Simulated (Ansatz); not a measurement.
# Ni: a scan of SCF settings

Aim: run Ni with the default SCF settings, then change one group of settings at a time and see what moves: the number of iterations, the state or the numbers. We look at Ni: the measured crystal structure (space group Fm-3m), with 1 atom per cell. Source: COD entry 9013025, which need not be the ambient phase.

The COD cell was measured well above room temperature, so it is larger than a cold one.

Program: Ansatz 0.2.0. Level of theory: DFT PBE, PAW, plane waves, scalar-relativistic. These are calculated values, not measurements.

5 further runs of the same task are left out: 4 that didn't finish, 1 set aside as unsound or not needed.

## Step 1: The starting structure

It takes space group Fm-3m (No. 225, cubic). Conventional cell: a = 3.538 Å, b = 3.538 Å, c = 3.538 Å, α = 90.00°, β = 90.00°, γ = 90.00°. Ni (site symmetry m-3m) is surrounded by 12 Ni at 2.50 Å.

Coordinates:

```cif
data_structure
_symmetry_space_group_name_H-M 'P 1'
_symmetry_Int_Tables_number 1
_cell_length_a 2.5017
_cell_length_b 2.5017
_cell_length_c 2.5017
_cell_angle_alpha 60.000
_cell_angle_beta 60.000
_cell_angle_gamma 60.000
_cell_volume 11.07
loop_
_atom_site_label
_atom_site_type_symbol
_atom_site_fract_x
_atom_site_fract_y
_atom_site_fract_z
_atom_site_occupancy
Ni1 Ni 0.00000 0.00000 0.00000 1
```

Labels such as Ni1 number the atoms in the order of the input file.

After the default run come: Methfessel–Paxton smearing, width 0.05 eV; Broyden, β 0.5, history 16, no preconditioner; Fermi–Dirac width 0.003 eV, no switch to direct minimisation; density-residual threshold 1e-2 eV; MSR1 mixing, preconditioner none; k-point mesh 7x7x7.

The search for lower states is off throughout, and inputs that name a mixer don't switch to direct minimisation unless they say so. Spin is collinear, with starting moments Ni1 2.00 μB. β is the mixing step of the charge; the magnetisation has a step of its own, which the program sets unless it is named.

## Step 2: Default SCF settings

Input file input.yaml:

```yaml
crystal:
  lattice:
    - [0.0, 1.769, 1.769]
    - [1.769, 0.0, 1.769]
    - [1.769, 1.769, 0.0]
  atoms:
    - { symbol: Ni, position: [0.0, 0.0, 0.0], spin: 2.0 }
magnetization:
  spin_polarized: true
hamiltonian:
  xc: pbe
  pseudopotentials: { kind: paw }
basis:
  ecutwfc: 420
kpoints:
  mp_grid: { grid: [14, 14, 14] }
scf:
  occupations: { method: gaussian, width: 0.1 }
  lower_state_search: "off"
output:
  forces: true
  stress: true
```

The run is started by

```console
> ansatz run input.yaml --threads 2 --pin off --max-ram 5120MiB --backend cpu --events-out ev --progress --plain --runs-dir out
```

Further steps of the session: Methfessel–Paxton smearing, width 0.05 eV; Broyden, β 0.5, history 16, no preconditioner; Fermi–Dirac width 0.003 eV, no switch to direct minimisation; Density-residual threshold 1e-2 eV; MSR1 mixing, preconditioner none; K-point mesh 7x7x7.

Q: What does this run give, and which of the planned changes alter effort or result? Wanted: largest shift of the free energy by occupations, cutoff, mesh or field.

The runs gave:

| quantity | value |
| --- | --- |
| default run | 10 iterations, ferromagnetic, site moments Ni1 0.67 μB, total 0.63 μB per cell, no gap on the k-mesh |
| fewest iterations to that state among the runs shown | 10 (default SCF settings) |
| most iterations to it | 15 (Broyden, β 0.5, history 16, no preconditioner) |
| runs that end in another state, among changes of path alone | 0 |
| largest shift of the free energy by occupations, cutoff, mesh or field | +5.1 meV/atom (k-point mesh 7x7x7) |

In words: 3 runs solve the same problem and reach the default's state, in 10 to 15 iterations: there the settings change the path, not the answer. Occupations, cutoff, mesh and fields change the problem that is solved, not just the path; the largest shift here is that of “k-point mesh 7x7x7”. Other settings tried on this cell gave no result: linear mixing, β 0.2, Kerker (not converged after 80 iterations, still settling); 0 bands beyond the filled ones (input refused); key ecut in place of ecutwfc (input refused). Counts include iterations that the program adds to test a close, so a difference of one or two ranks nothing. The starting density is a sum of atomic densities.
